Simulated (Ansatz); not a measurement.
Consider vertical spin-state energies of BrClFH2PSi, SMILES F[Si](P)(Cl)Br (the Python package of Ansatz (0.2.0)).

`run_spin.py`:
```python
"""Vertical spin-state energies of BrClFH2PSi."""

import ansatz as az
from ase import Atoms

atoms = Atoms(["F", "Si", "P", "Cl", "Br", "H", "H"], positions=[
    [-1.8661, -0.407, 0.9021],
    [-0.766, -0.1427, -0.1989],
    [1.1653, -0.616, 0.6892],
    [-1.0129, -1.3406, -1.8148],
    [-0.7482, 1.9646, -0.8607],
    [1.2682, 0.5246, 1.5526],
    [2.0211, -0.051, -0.3152],
])
geometry = az.Crystal.molecule_from_ase(atoms)

base = geometry.calculation()
base = base.basis(gaussian="6-31G*")
base = base.correlation("mp2")
found = {}
for unpaired in [0, 2]:
    report = base.spin("collinear", total=unpaired).run().report
    s = unpaired / 2
    found[unpaired] = report["free_energy_ev"]
    print(f"2S+1 = {unpaired + 1}: E = {found[unpaired]:.5f} eV, <S^2> = {abs(report['mean_field']['state']['spin_squared']):.3f} (pure state {s * (s + 1):.2f})")
lowest = min(found, key=found.get)
for unpaired, e in found.items():
    print(f"multiplicity {unpaired + 1}: {(e - found[lowest]):.3f} eV above the lowest")
```

Which spin state is lowest at this geometry, and how far above lie the others?

In order: multiplicity 1 (+0.00 eV) and multiplicity 3 (+5.78 eV), all at the one geometry.

The output:

```console
$ python run_spin.py
2S+1 = 1: E = -102389.30417 eV, <S^2> = 0.000 (pure state 0.00)
2S+1 = 3: E = -102383.52100 eV, <S^2> = 2.012 (pure state 2.00)
multiplicity 1: 0.000 eV above the lowest
multiplicity 3: 5.783 eV above the lowest
```

Notes:
- Total energies depend on the basis set; only differences at equal settings carry meaning.
- The geometry is a force-field or estimated start, not a minimum of this method, and the basis set is short of its limit. All parts are taken at fixed geometry, without zero-point energy.
- S² is that of the Hartree-Fock reference.
- Hardware and time: 26 s on 1 thread of Arm Neoverse V1 (shared host), peak memory 0.5 GiB.
